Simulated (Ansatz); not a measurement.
# C2H4BFO: the cost of one run

Computed with Ansatz 0.2.0, Gaussian basis. Level: the settings change from run to run.

### 1 The geometry

An earlier PBE0-D4 in a triple-zeta def2 set relaxation fixed the geometry.

SMILES `C=C(O)BF`, 9 atoms, charge 0, spin multiplicity 1.

Atoms are counted from 1 here; the program's logs count them from 0.

Bond lengths: C1–C2 1.339 Å, C1–H6 1.081 Å, C1–H7 1.087 Å, C2–O3 1.356 Å, C2–B4 1.553 Å, O3–H8 0.963 Å, B4–F5 1.319 Å, B4–H9 1.197 Å. Angles: C2–C1–H6 119.4°, C2–C1–H7 123.1°, H6–C1–H7 117.5°, C1–C2–O3 124.6°, C1–C2–B4 118.7°, O3–C2–B4 116.7°, C2–O3–H8 109.8°, C2–B4–F5 120.4°, C2–B4–H9 121.1°, F5–B4–H9 118.5°.

### 2 wB97X-V/ANO-RCC-VTZP

This run has coordinates scaled by 1.25, finite nuclei.

The input, in.yaml:

```yaml
crystal:
  periodic: [false, false, false]
  atoms:
    - {symbol: C, position_ang: [1.546577, 0.015581, -0.071523]}
    - {symbol: C, position_ang: [-0.095073, -0.301482, -0.146064]}
    - {symbol: O, position_ang: [-0.775246, -1.701519, -0.818414]}
    - {symbol: B, position_ang: [-1.332167, 1.006269, 0.580068]}
    - {symbol: F, position_ang: [-2.958206, 0.735752, 0.529290]}
    - {symbol: H, position_ang: [1.975564, 1.168437, 0.489030]}
    - {symbol: H, position_ang: [2.489460, -0.836917, -0.551793]}
    - {symbol: H, position_ang: [0.098134, -2.421656, -1.228610]}
    - {symbol: H, position_ang: [-0.838293, 2.277660, 1.196515]}
basis:
  gaussian: {orbitals: ANO-RCC-VTZP, nuclear_model: gaussian}
hamiltonian: {xc: {name: wB97X-V}}
```

On the command line:

```console
$ ansatz run in.yaml --threads 2 --pin off --events-out ev --progress --plain --max-ram 4352MiB
```

What time and memory should one allow on 2 threads of Arm Neoverse V2, shared host?

About 14 s, with a peak of 0.55 GiB.
